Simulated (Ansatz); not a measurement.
**B2Cl2F4: basis-set convergence**

How large a basis does B2Cl2F4 need? Two functionals are run in growing sets.

Program: Ansatz 0.2.0, Gaussian basis. Level of theory: one geometry, several basis sets. These are calculated values, not measurements.

The runs, in order: PBE0-D4/def2-SVP; ωB97M-V/def2-SVP; PBE0-D4/def2-QZVPP; ωB97M-V/def2-QZVPP; the functionals' def2-TZVPP values are taken from earlier runs.

## (1) The geometry

The geometry comes from an earlier relaxation with PBE0-D4 in a triple-zeta def2 set; it is a stationary point, not always the lowest conformer.

SMILES `F[B-]1(F)[Cl+][B-](F)(F)[Cl+]1`, 8 atoms, charge 0, spin multiplicity 1.

Atoms are counted from 1 here; the program's logs count them from 0.

Bond lengths: F1–B2 1.322 Å, B2–F3 1.322 Å, B2–Cl4 1.984 Å, B2–Cl8 1.984 Å, Cl4–B5 1.984 Å, B5–F6 1.322 Å, B5–F7 1.322 Å, B5–Cl8 1.983 Å. Angles: F1–B2–F3 119.9°, F1–B2–Cl4 110.0°, F1–B2–Cl8 110.0°, F3–B2–Cl4 110.0°, F3–B2–Cl8 109.9°, Cl4–B2–Cl8 94.1°, B2–Cl4–B5 85.9°, Cl4–B5–F6 109.9°, Cl4–B5–F7 110.0°, Cl4–B5–Cl8 94.1°, F6–B5–F7 119.9°, F6–B5–Cl8 110.0°, F7–B5–Cl8 110.0°, B2–Cl8–B5 85.9°.

Coordinates:

```xyz
8
B2Cl2F4
F     0.6003   -2.1891    0.4686
B     0.7857   -0.8915    0.6437
F     1.7426   -0.4661    1.4514
Cl    0.9308    0.0153   -1.1144
B    -0.7858    0.8915   -0.6437
F    -0.5965    2.1881   -0.4654
F    -1.7438    0.4709   -1.4524
Cl   -0.9332   -0.0190    1.1123
```

## (2) PBE0-D4 in def2-SVP

Contents of in.yaml:

```yaml
crystal:
  periodic: [false, false, false]
  atoms:
    - {symbol: F, position_ang: [0.600273, -2.189125, 0.468568]}
    - {symbol: B, position_ang: [0.785743, -0.891532, 0.643680]}
    - {symbol: F, position_ang: [1.742568, -0.466135, 1.451377]}
    - {symbol: Cl, position_ang: [0.930782, 0.015299, -1.114431]}
    - {symbol: B, position_ang: [-0.785776, 0.891503, -0.643675]}
    - {symbol: F, position_ang: [-0.596481, 2.188128, -0.465405]}
    - {symbol: F, position_ang: [-1.743849, 0.470896, -1.452374]}
    - {symbol: Cl, position_ang: [-0.933249, -0.019034, 1.112281]}
basis:
  gaussian: {orbitals: def2-SVP}
hamiltonian: {xc: pbe0, dispersion: d4}
output: {orbitals: {seedname: orbitals}}
```

On the command line:

```console
> ansatz run in.yaml --threads 4 --pin off --events-out ev --progress --plain --max-ram 11315MiB
```

Further steps of the session: ωB97M-V in def2-SVP; PBE0-D4 in def2-QZVPP; ωB97M-V in def2-QZVPP.

Before running them: what should the planned runs give, taken together? Wanted: PBE0-D4: double and triple zeta above quadruple; ωB97M-V: double and triple zeta above quadruple.

**Answer**, as computed:

```
                                       quantity           value
PBE0-D4: double and triple zeta above quadruple  24.51, 1.36 eV
ωB97M-V: double and triple zeta above quadruple  24.48, 1.26 eV
```

What this shows: PBE0-D4 gains 23.15 eV from double to triple zeta, then 1.36 eV more. These are total energies; as a rule much of such shifts cancels in differences, which this series doesn't test. The LUMO of ωB97M-V is positive and keeps falling with the basis (2.06 to 1.18 eV): an unbound level that the basis holds in place.
